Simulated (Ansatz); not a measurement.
**InH2O− (SMILES [O-][InH2]): functionals against CCSD(T) at one geometry**

The task here is to estimate one member of a computed series from the others.

The runs use Ansatz 0.2.0, Gaussian basis; single points in def2-TZVPPD.

Correlated methods freeze the cores. Filled d shells of the heavier atoms are correlated. Core potentials replace the inner electrons past krypton, and spin-orbit coupling is left out. B3LYP uses VWN-RPA correlation.

## Starting geometry

SMILES `[O-][InH2]`, 4 atoms, charge -1, spin multiplicity 1.

Atoms are counted from 1 here; the program's logs count them from 0.

Bond lengths: O1–In2 1.700 Å, In2–H3 1.745 Å, In2–H4 1.822 Å. Angles: O1–In2–H3 133.0°, O1–In2–H4 129.4°, H3–In2–H4 97.5°.

Coordinates:

```xyz
4
H2InO
O    -1.7913   -0.4061   -0.0894
In   -0.1333   -0.0458    0.0170
H     1.2083   -0.8341    0.8075
H     0.7758    1.4076   -0.6007
```

The first run:

run/in.yaml reads:

```yaml
crystal:
  periodic: [false, false, false]
  atoms:
    - {symbol: O, position_ang: [-1.791300, -0.406100, -0.089400]}
    - {symbol: In, position_ang: [-0.133300, -0.045800, 0.017000]}
    - {symbol: H, position_ang: [1.208300, -0.834100, 0.807500]}
    - {symbol: H, position_ang: [0.775800, 1.407600, -0.600700]}
basis:
  gaussian: {orbitals: "def2-TZVPPD.json"}
total_charge: -1
correlation: {method: ccsd_t}
output: {forces: true}
```

The basis file named in the input lies beside it (Basis Set Exchange, JSON).

The command line of these runs was not kept.

Steps of the session up to this table: CCSD(T)/def2-TZVPPD; PBE0-D4/def2-TZVPPD; wB97M-V/def2-TZVPPD; r2SCAN-D4/def2-TZVPPD; PBE-D4/def2-TZVPPD; revPBE-D4/def2-TZVPPD; B3LYP-D4/def2-TZVPPD.

One of the session's tables, all rows but one given; the rest of the session is left out.

```
   method  RMS force component (eV/Å)  angle to CCSD(T) forces (°)
  CCSD(T)                       3.910                    reference
  PBE0-D4                       3.629                          0.7
  wB97M-V                       3.703                          0.2
r2SCAN-D4                           ?                            ?
   PBE-D4                       3.814                          1.6
revPBE-D4                       3.878                          1.9
 B3LYP-D4                       3.799                          1.1
```

**Question.** Estimate the row for r2SCAN-D4.

The run gave: RMS force component (eV/Å): 3.711; angle to CCSD(T) forces (°): 0.6. In the column «RMS force component (eV/Å)» it lies between wB97M-V (3.703) and B3LYP-D4 (3.799).
